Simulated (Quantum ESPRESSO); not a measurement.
An input for Quantum ESPRESSO 7.5 (ZrWN2):

Contents of pw.in:

```
&CONTROL
  calculation = 'scf'
  prefix = 'pwscf'
  outdir = './tmp'
  pseudo_dir = './pseudo'
  tprnfor = .true.
  tstress = .true.
  disk_io = 'low'
/
&SYSTEM
  ibrav = 0
  celldm(1) = 8
  nat = 4
  ntyp = 3
  ecutwfc = 52
  ecutrho = 312
  nbnd = 26
  occupations = 'smearing'
  smearing = 'fd'
  degauss = 0.00367493
/
&ELECTRONS
  conv_thr = 8d-10
  electron_maxstep = 120
  mixing_beta = 0.5
/
ATOMIC_SPECIES
Zr    91.2240 Zr.GGA_PBE-JTH.UPF
W    183.8400 W.GGA_PBE-JTH.UPF
N     14.0070 N.GGA_PBE-JTH.UPF
CELL_PARAMETERS alat
  0.3756940886792   0.2169074888999   1.1934588961651
 -0.3756940886792   0.2169074888999   1.1934588961651
  0.0000000000000  -0.4338149777997   1.1934588961651
ATOMIC_POSITIONS crystal
Zr     0.5000000000    0.5000000000    0.5000000000
W      0.0000000000    0.0000000000    0.0000000000
N      0.7463100000    0.7463100000    0.7463100000
N      0.2536900000    0.2536900000    0.2536900000
K_POINTS automatic
4 4 4 1 1 1
```

Potentials or basis: JTH 2.0 PBE.

Run with:

```bash
$ OMP_NUM_THREADS=1 mpirun -n 4 pw.x -nk 2 -in pw.in > pw.out
```

Question: What does the program do with it?

Answer: The run stopped without a result. It printed:

pw.out:

```text
This program is part of the open-source Quantum ESPRESSO suite
     for quantum simulation of materials; please cite
         "P. Giannozzi et al., J. Phys.:Condens. Matter 21 395502 (2009);
         "P. Giannozzi et al., J. Phys.:Condens. Matter 29 465901 (2017);
         "P. Giannozzi et al., J. Chem. Phys. 152 154105 (2020);
     in publications or presentations arising from this work. More details at

     file Zr.GGA_PBE-JTH.UPF: wavefunction(s)  5S 5P 4D 0D renormalized
     file W.GGA_PBE-JTH.UPF: wavefunction(s)  5S 6S 5P 6P 5D 0D renormalized
     file N.GGA_PBE-JTH.UPF: wavefunction(s)  0S 0P renormalized
     Message from routine setup:
     using ibrav=0 with symmetry is DISCOURAGED, use correct ibrav instead

 %%%%%%%%%%%%%%%%%%%%%%%%%%%%%%%%%%%%%%%%%%%%%%%%%%%%%%%%%%%%%%%%%%%%%%%%%%%%%%
     Error in routine d_matrix (4):
     D_S (l=2) for this symmetry operation is not orthogonal
 %%%%%%%%%%%%%%%%%%%%%%%%%%%%%%%%%%%%%%%%%%%%%%%%%%%%%%%%%%%%%%%%%%%%%%%%%%%%%%

     stopping ...

"abort". This may have caused other processes in the application to be
```
